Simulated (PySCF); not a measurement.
# C5H3N3Se: excited states, first hyperpolarisability

Wanted: excited states, first hyperpolarisability for C5H3N3Se (`c1cc2nn[se]c2cn1`).

Programs: PySCF 2.14.0, with routines of our own; each step states its level. All values are computed. Atoms count from 0.

## (1) The system as given

12 atoms, charge 0, multiplicity 1; geometry from: GFN2-xTB.

## (2) Relaxing the molecule at PBE0-D3(BJ)/def2-SVP

The job: settings as JSON, then the geometry in Å.

```
{"job": {"xc": "PBE0", "basis": "def2-SVP", "d3": "d3bj", "grid": 2, "kind": "geom"}, "charge": 0, "multiplicity": 1}
C     -1.370280    -1.068469     0.375065
C     -0.062901    -1.384105     0.073493
C      0.801178    -0.318225    -0.181153
N      2.117814    -0.394823    -0.493376
N      2.724539     0.657844    -0.685046
Se     1.682613     2.191054    -0.503484
C      0.296207     1.011791    -0.118882
C     -1.050093     1.191109     0.197164
N     -1.844113     0.176063     0.433897
H     -2.097581    -1.840039     0.585204
H      0.295488    -2.399410     0.031779
H     -1.491673     2.176526     0.259312
```

Run with:

```bash
$ OMP_NUM_THREADS=1 python excited_run.py task.json out
```

One launch serves the whole session: the jobs run in the order shown.

Log:

```text
step   0  E = -2756.86818506  max force = 0.027891
step   1  E = -2756.87136067  max force = 0.004262
step   2  E = -2756.87138393  max force = 0.001872
step   3  E = -2756.87140521  max force = 0.001446
step   4  E = -2756.87140603  max force = 0.001058
step   5  E = -2756.87141562  max force = 0.000186
optimisation converged
```

Run time: 74 s. Hardware: 1 thread of Arm Neoverse V2, shared host; peak memory 0.77 GiB.

Step by step:

| step | energy from step 0 (eV) | largest force component (eV/Å) |
| --- | --- | --- |
| 0 | 0.0000 | 1.4342 |
| 1 | -0.0864 | 0.2192 |
| 2 | -0.0870 | 0.0963 |
| 3 | -0.0876 | 0.0744 |
| 4 | -0.0876 | 0.0544 |
| 5 | -0.0879 | 0.0096 |

Close pairs (by a distance rule), those that changed most:

| bond | before (Å) | after (Å) | change (Å) |
| --- | --- | --- | --- |
| N4–Se5 | 1.863 | 1.944 | +0.081 |
| C2–N3 | 1.355 | 1.382 | +0.027 |
| C0–H9 | 1.081 | 1.095 | +0.014 |
| C7–H11 | 1.082 | 1.095 | +0.014 |
| Se5–C6 | 1.860 | 1.847 | -0.014 |
| C1–H10 | 1.078 | 1.091 | +0.013 |
| C2–C6 | 1.424 | 1.412 | -0.012 |
| C6–C7 | 1.394 | 1.405 | +0.011 |

The final coordinates are the input of the step that follows.

| at the end point | value |
| --- | --- |
| point group (found at 0.08 Å tolerance) | Cs |
| rotational constants (GHz, main isotopes) | 2.789, 0.968, 0.718 |
| dipole moment (D) | 1.03 |

## (3) Excited states: TDA wB97X-D/def2-TZVP

The job: settings as JSON, then the geometry in Å.

```
{"job": {"kind": "states", "xc": "wB97X-D", "basis": "def2-TZVP", "tda": true, "soc": true, "nstates": 6, "ntriplets": 5, "nquad": 4}, "charge": 0, "multiplicity": 1}
C     -1.931239    -0.994020     0.114554
C     -0.611417    -1.291265    -0.188181
C      0.240950    -0.212529    -0.440479
N      1.582610    -0.317077    -0.756527
N      2.217406     0.721385    -0.954868
Se     1.097380     2.297662    -0.757911
C     -0.261762     1.106061    -0.379353
C     -1.619815     1.278452    -0.061890
N     -2.418347     0.254200     0.175419
H     -2.642973    -1.799649     0.321053
H     -0.237314    -2.314905    -0.231987
H     -2.060278     2.279381    -0.001266
```

Level: TDA wB97X-D/def2-TZVP excited states, vertical, gas phase, spin-orbit mean-field couplings.

Log:

```text
coarse grid: 56008 points
cycle   1  E = -2758.0974235765  dE =  1.182e+00  |g| = 5.161e-01  |ddm| = 3.522e+00
cycle   2  E = -2758.1057178421  dE = -8.294e-03  |g| = 4.972e-01  |ddm| = 8.441e-01
cycle   3  E = -2758.1520427807  dE = -4.632e-02  |g| = 1.055e-01  |ddm| = 4.231e-01
cycle   4  E = -2758.1544459511  dE = -2.403e-03  |g| = 4.083e-02  |ddm| = 1.382e-01
cycle   5  E = -2758.1547941964  dE = -3.482e-04  |g| = 1.019e-02  |ddm| = 6.419e-02
cycle   6  E = -2758.1548271540  dE = -3.296e-05  |g| = 5.432e-03  |ddm| = 2.327e-02
cycle   7  E = -2758.1548395134  dE = -1.236e-05  |g| = 2.017e-03  |ddm| = 1.174e-02
cycle   8  E = -2758.1548432427  dE = -3.729e-06  |g| = 8.816e-04  |ddm| = 7.562e-03
final grid: 118208 points
cycle   9  E = -2758.1541894785  dE = -3.654e-06  |g| = 1.139e-03  |ddm| = 1.149e-02
cycle  10  E = -2758.1541896086  dE = -1.301e-07  |g| = 1.256e-03  |ddm| = 2.114e-03
cycle  11  E = -2758.1541899792  dE = -3.706e-07  |g| = 2.789e-04  |ddm| = 9.681e-04
cycle  12  E = -2758.1541900199  dE = -4.067e-08  |g| = 1.735e-04  |ddm| = 4.853e-04
cycle  13  E = -2758.1541900443  dE = -2.448e-08  |g| = 5.521e-05  |ddm| = 4.408e-04
cycle  14  E = -2758.1541900494  dE = -5.074e-09  |g| = 3.447e-05  |ddm| = 2.457e-04
cycle  15  E = -2758.1541900503  dE = -8.672e-10  |g| = 1.257e-05  |ddm| = 1.093e-04
converged SCF energy = -2758.1541900503

Singlet excitations
state   eV       nm        f     d(h-e)  d(exc)  Lambda  PR(NTO)  |dmu|/D   mu/D   main configurations
  1   3.5774   346.6   0.00155   0.591   2.708   0.532   1.012    1.550    0.846   H-1->L 0.94
  2   4.0663   304.9   0.03277   0.398   3.075   0.709   1.574    0.145    1.041   H->L 0.75, H-1->L+1 0.19
  3   4.4572   278.2   0.00092   0.642   2.849   0.488   1.011    1.895    2.452   H->L+1 0.91
  4   4.6441   267.0   0.00313   1.700   3.141   0.419   1.013    3.978    4.905   H-2->L 0.86, H-2->L+3 0.10
  5   5.3776   230.6   0.10395   0.480   3.044   0.705   3.071                     H-1->L+1 0.29, H->L+2 0.19, H-3->L 0.19
  6   5.5109   225.0   0.00023   1.263   2.836   0.377   1.011                     H-2->L+2 0.92

Triplet excitations (Tamm-Dancoff)
state   eV     d(h-e)  d(exc)  Lambda  PR(NTO)   main configurations
  1   2.8588   0.445   2.555   0.531   1.015   H-1->L 0.87, H-1->L+3 0.10
  2   3.1940   0.662   3.080   0.721   1.062   H->L 0.96
  3   3.8905   0.210   2.673   0.759   2.202   H-3->L 0.54, H->L+2 0.29
  4   3.9977   0.907   2.649   0.673   1.132   H-1->L+1 0.89
  5   4.0177   0.518   2.740   0.485   1.057   H->L+1 0.85, H-4->L+1 0.10
S1 - T1 = 0.7186 eV

Spin-orbit couplings |<S|Hso|T>| (cm-1)
             T1       T2       T3       T4       T5
S0      240.613   14.088   54.812  232.230  737.015
S1        5.080  355.668   35.377  191.181   12.497
S2      438.101    0.249    1.156    5.144  342.168
S3        2.330  181.957   67.835  472.408   12.833
S4       71.715   98.200   11.331    1.657    4.843
S5      120.906    1.904    7.697   21.287  280.418
S6       21.286   33.517   29.836   27.775    2.315
T1 sublevels (cm-1): 0.000 0.955 30.143   radiative rates (1/s): 30.5 189 2.15e+04
```

It took 96 s on 1 thread of Arm Neoverse V2, shared host; peak memory 1.3 GiB.

Key values:

| quantity | value |
| --- | --- |
| S1 less T1 | 0.72 eV |

## (4) Excited states: TDDFT CAM-B3LYP/aug-cc-pVDZ

Settings changed since step 3:

```diff
@@ -1,2 +1,2 @@
-{"job": {"kind": "states", "xc": "wB97X-D", "basis": "def2-TZVP", "tda": true, "soc": true, "nstates": 6, "ntriplets": 5, "nquad": 4}, "charge": 0, "multiplicity": 1}
+{"job": {"kind": "states", "xc": "CAM-B3LYP", "basis": "aug-cc-pVDZ", "tpa": true, "nstates": 8, "nquad": 6, "ntriplets": 0}, "charge": 0, "multiplicity": 1}
 C     -1.931239    -0.994020     0.114554
```

Level: TDDFT CAM-B3LYP/aug-cc-pVDZ excited states, vertical, gas phase, two-photon moments by quadratic response.

Log:

```text
coarse grid: 56008 points
cycle   1  E = -2758.0093659445  dE =  1.194e+00  |g| = 4.195e-01  |ddm| = 1.665e+01
cycle   2  E = -2758.0001319166  dE =  9.234e-03  |g| = 4.931e-01  |ddm| = 2.382e+00
cycle   3  E = -2758.0562298638  dE = -5.610e-02  |g| = 9.573e-02  |ddm| = 1.365e+00
cycle   4  E = -2758.0584085829  dE = -2.179e-03  |g| = 3.827e-02  |ddm| = 3.751e-01
cycle   5  E = -2758.0587657636  dE = -3.572e-04  |g| = 1.793e-02  |ddm| = 1.418e-01
cycle   6  E = -2758.0588526287  dE = -8.687e-05  |g| = 4.875e-03  |ddm| = 6.522e-02
cycle   7  E = -2758.0588621008  dE = -9.472e-06  |g| = 1.635e-03  |ddm| = 2.095e-02
final grid: 118208 points
cycle   8  E = -2758.0588507557  dE = -1.524e-06  |g| = 1.905e-03  |ddm| = 1.662e-02
cycle   9  E = -2758.0588501460  dE =  6.097e-07  |g| = 2.793e-03  |ddm| = 1.369e-02
cycle  10  E = -2758.0588520841  dE = -1.938e-06  |g| = 3.140e-04  |ddm| = 7.490e-03
cycle  11  E = -2758.0588521490  dE = -6.495e-08  |g| = 2.089e-04  |ddm| = 1.631e-03
cycle  12  E = -2758.0588521907  dE = -4.172e-08  |g| = 1.098e-04  |ddm| = 1.777e-03
cycle  13  E = -2758.0588521950  dE = -4.248e-09  |g| = 1.953e-05  |ddm| = 4.816e-04
cycle  14  E = -2758.0588521951  dE = -1.514e-10  |g| = 7.240e-06  |ddm| = 8.124e-05
converged SCF energy = -2758.0588521951

Singlet excitations
state   eV       nm        f     d(h-e)  d(exc)  Lambda  PR(NTO)  |dmu|/D   mu/D   delta(TPA)   sigma/GM   main configurations
  1   3.5194   352.3   0.00095   0.594   2.731   0.529   1.016    1.512    0.790        0.07      0.000   H-1->L 0.93
  2   3.9677   312.5   0.02968   0.416   3.107   0.693   1.541    0.279    1.177       11.58      0.067   H->L 0.82, H-1->L+1 0.13
  3   4.3173   287.2   0.00046   0.687   2.969   0.455   1.040    2.062    2.553        1.36      0.009   H->L+1 0.88
  4   4.6047   269.3   0.00246   1.731   3.184   0.411   1.017    4.058    4.973        1.57      0.012   H-2->L 0.86
  5   5.2169   237.7   0.09918   0.546   3.074   0.674   3.120    1.205    0.918       75.12      0.749   H-1->L+1 0.36, H->L+2 0.20, H-3->L 0.19
  6   5.5057   225.2   0.02103   0.211   3.071   0.686   2.609    0.328    1.164       34.87      0.387   H-3->L 0.25, H-4->L 0.23, H->L+2 0.23
  7   5.5366   223.9   0.00011   1.258   2.879   0.365   1.013                                            H-2->L+2 0.89
  8   5.9129   209.7   0.29323   0.339   3.218   0.673   2.488                                            H->L+2 0.47, H-3->L 0.16, H-1->L+1 0.10
```

Wall time 89 s (1 thread of Arm Neoverse V2, shared host); peak memory 1.2 GiB.

## (5) First hyperpolarisability: quadratic response CAM-B3LYP/aug-cc-pVDZ

Settings changed since step 4:

```diff
@@ -1,2 +1,2 @@
-{"job": {"kind": "states", "xc": "CAM-B3LYP", "basis": "aug-cc-pVDZ", "tpa": true, "nstates": 8, "nquad": 6, "ntriplets": 0}, "charge": 0, "multiplicity": 1}
+{"job": {"kind": "beta", "xc": "CAM-B3LYP", "basis": "aug-cc-pVDZ"}, "charge": 0, "multiplicity": 1}
 C     -1.931239    -0.994020     0.114554
```

With the program's defaults for keys left out, this is: quadratic response CAM-B3LYP/aug-cc-pVDZ first hyperpolarisability, Taylor convention, gas phase.

Log:

```text
coarse grid: 56008 points
cycle   1  E = -2758.0093659445  dE =  1.194e+00  |g| = 4.195e-01  |ddm| = 1.665e+01
cycle   2  E = -2758.0001319166  dE =  9.234e-03  |g| = 4.931e-01  |ddm| = 2.382e+00
cycle   3  E = -2758.0562298638  dE = -5.610e-02  |g| = 9.573e-02  |ddm| = 1.365e+00
cycle   4  E = -2758.0584085829  dE = -2.179e-03  |g| = 3.827e-02  |ddm| = 3.751e-01
cycle   5  E = -2758.0587657636  dE = -3.572e-04  |g| = 1.793e-02  |ddm| = 1.418e-01
cycle   6  E = -2758.0588526287  dE = -8.687e-05  |g| = 4.875e-03  |ddm| = 6.522e-02
cycle   7  E = -2758.0588621008  dE = -9.472e-06  |g| = 1.635e-03  |ddm| = 2.095e-02
final grid: 118208 points
cycle   8  E = -2758.0588507557  dE = -1.524e-06  |g| = 1.905e-03  |ddm| = 1.662e-02
cycle   9  E = -2758.0588501460  dE =  6.097e-07  |g| = 2.793e-03  |ddm| = 1.369e-02
cycle  10  E = -2758.0588520841  dE = -1.938e-06  |g| = 3.140e-04  |ddm| = 7.490e-03
cycle  11  E = -2758.0588521490  dE = -6.495e-08  |g| = 2.089e-04  |ddm| = 1.631e-03
cycle  12  E = -2758.0588521907  dE = -4.172e-08  |g| = 1.098e-04  |ddm| = 1.777e-03
cycle  13  E = -2758.0588521950  dE = -4.248e-09  |g| = 1.953e-05  |ddm| = 4.816e-04
cycle  14  E = -2758.0588521951  dE = -1.514e-10  |g| = 7.240e-06  |ddm| = 8.124e-05
converged SCF energy = -2758.0588521951

Lowest singlets (eV, f): 3.5194 0.0009  3.9677 0.0297  4.3173 0.0005

First hyperpolarisability (au)
process     nm      |vector|   parallel      HRS      DR
static         -      216.72     -22.54       84.5   6.306
shg       1907.0      227.05     -23.26      88.78   6.196
eope      1907.0      220.10      -22.8          -       -
shg       1064.0      251.56     -23.79       99.1   5.923
eope      1064.0      227.81     -23.31          -       -
```

It took 66 s on 1 thread of Arm Neoverse V2, shared host; peak memory 1.2 GiB.

## (6) Excited states: TDA wB97X-D/def2-TZVP in toluene

Settings changed since step 5:

```diff
@@ -1,2 +1,2 @@
-{"job": {"kind": "beta", "xc": "CAM-B3LYP", "basis": "aug-cc-pVDZ"}, "charge": 0, "multiplicity": 1}
+{"job": {"kind": "states", "xc": "wB97X-D", "basis": "def2-TZVP", "tda": true, "soc": true, "nstates": 6, "ntriplets": 5, "nquad": 4, "solvent": "toluene"}, "charge": 0, "multiplicity": 1}
 C     -1.931239    -0.994020     0.114554
```

Level: TDA wB97X-D/def2-TZVP excited states, vertical, IEF-PCM toluene (non-equilibrium response), spin-orbit mean-field couplings.

Log:

```text
coarse grid: 56008 points
cycle   1  E = -2758.1030309955  dE =  1.177e+00  |g| = 5.078e-01  |ddm| = 3.519e+00
cycle   2  E = -2758.1162850653  dE = -1.325e-02  |g| = 4.700e-01  |ddm| = 8.135e-01
cycle   3  E = -2758.1567714329  dE = -4.049e-02  |g| = 9.445e-02  |ddm| = 3.812e-01
cycle   4  E = -2758.1586929091  dE = -1.921e-03  |g| = 3.938e-02  |ddm| = 1.404e-01
cycle   5  E = -2758.1590181261  dE = -3.252e-04  |g| = 8.678e-03  |ddm| = 6.575e-02
cycle   6  E = -2758.1590481235  dE = -3.000e-05  |g| = 4.932e-03  |ddm| = 2.678e-02
cycle   7  E = -2758.1590577922  dE = -9.669e-06  |g| = 2.112e-03  |ddm| = 1.083e-02
final grid: 118208 points
cycle   8  E = -2758.1584057838  dE = -5.218e-06  |g| = 2.648e-03  |ddm| = 1.190e-02
cycle   9  E = -2758.1584049878  dE =  7.961e-07  |g| = 3.842e-03  |ddm| = 4.564e-03
cycle  10  E = -2758.1584080938  dE = -3.106e-06  |g| = 3.696e-04  |ddm| = 2.491e-03
cycle  11  E = -2758.1584083034  dE = -2.096e-07  |g| = 2.638e-04  |ddm| = 1.437e-03
cycle  12  E = -2758.1584083677  dE = -6.430e-08  |g| = 9.231e-05  |ddm| = 8.382e-04
cycle  13  E = -2758.1584083767  dE = -9.022e-09  |g| = 4.009e-05  |ddm| = 3.564e-04
cycle  14  E = -2758.1584083775  dE = -7.954e-10  |g| = 1.012e-05  |ddm| = 7.221e-05
converged SCF energy = -2758.1584083775

Singlet excitations
state   eV       nm        f     d(h-e)  d(exc)  Lambda  PR(NTO)  |dmu|/D   mu/D   main configurations
  1   3.5845   345.9   0.00180   0.573   2.693   0.534   1.009    1.778    1.020   H-1->L 0.94
  2   4.0253   308.0   0.05867   0.445   3.092   0.713   1.474    0.291    1.419   H->L 0.79, H-1->L+1 0.16
  3   4.4552   278.3   0.00115   0.655   2.845   0.486   1.009    2.270    2.870   H->L+1 0.91
  4   4.6841   264.7   0.00377   1.716   3.159   0.416   1.012    4.802    5.878   H-2->L 0.86, H-2->L+3 0.10
  5   5.3421   232.1   0.16105   0.559   3.006   0.705   3.003                     H-1->L+1 0.33, H-3->L 0.21, H->L+2 0.15
  6   5.5976   221.5   0.00024   1.264   2.826   0.381   1.011                     H-2->L+2 0.93

Triplet excitations (Tamm-Dancoff)
state   eV     d(h-e)  d(exc)  Lambda  PR(NTO)   main configurations
  1   2.8837   0.439   2.548   0.532   1.015   H-1->L 0.88, H-1->L+3 0.10
  2   3.1568   0.662   3.080   0.723   1.060   H->L 0.96
  3   3.8919   0.218   2.674   0.761   2.062   H-3->L 0.56, H->L+2 0.29
  4   4.0294   0.515   2.734   0.485   1.019   H->L+1 0.86, H-4->L+1 0.10
  5   4.0746   0.943   2.642   0.670   1.058   H-1->L+1 0.92
S1 - T1 = 0.7008 eV

Spin-orbit couplings |<S|Hso|T>| (cm-1)
             T1       T2       T3       T4       T5
S0      240.736   12.123   33.167  752.536  237.461
S1        5.164  354.639   17.121    5.790  196.874
S2      435.202    0.407    0.606  331.650    3.702
S3        1.936  187.286   37.399   12.229  471.670
S4       71.802   98.117   10.341    4.855    1.023
S5      144.444    1.509    5.580  300.977   20.231
S6       20.419   32.130   30.522    2.738   22.228
T1 sublevels (cm-1): 0.000 0.938 37.899   radiative rates (1/s): 37.6 172 3.31e+04
```

Run time: 92 s. Hardware: 1 thread of Arm Neoverse V2, shared host; peak memory 1.4 GiB.

In short:

| quantity | value |
| --- | --- |
| S1 less T1 | 0.70 eV |

## (7) Results

```
                                                   quantity                                                value
                                                point group                                                   Cs
                       rotational constants (main isotopes)                                 2.79, 0.97, 0.72 GHz
                 S1 less T1 (step 3, TDA wB97X-D/def2-TZVP)                                              0.72 eV
β vector (step 5, quadratic response CAM-B3LYP/aug-cc-pVDZ)  static 217, SHG 1907.0 nm 227, SHG 1064.0 nm 252 au
      S1 less T1 (step 6, TDA wB97X-D/def2-TZVP in toluene)                                              0.70 eV
```

What this shows: The optimisation took 5 steps and gained 0.088 eV; among the close pairs (by a distance rule), N4–Se5 changed most, from 1.863 to 1.944 Å. Scalar relativity is left out for the heavy atoms. In step 3, the number of triplets below S1 is 2, and the largest singlet-triplet spin-orbit coupling is S0–T5, 737.01 cm⁻¹. Steps that list no spin-orbit terms leave them out, which matters at and beside the heavy atoms. β grows from 217 au (static) to 252 au for doubling at 1064.0 nm: normal dispersion, which grows as twice the photon energy moves toward the bright states. In step 6, the number of triplets below S1 is 2, and the largest singlet-triplet spin-orbit coupling is S0–T4, 752.54 cm⁻¹.
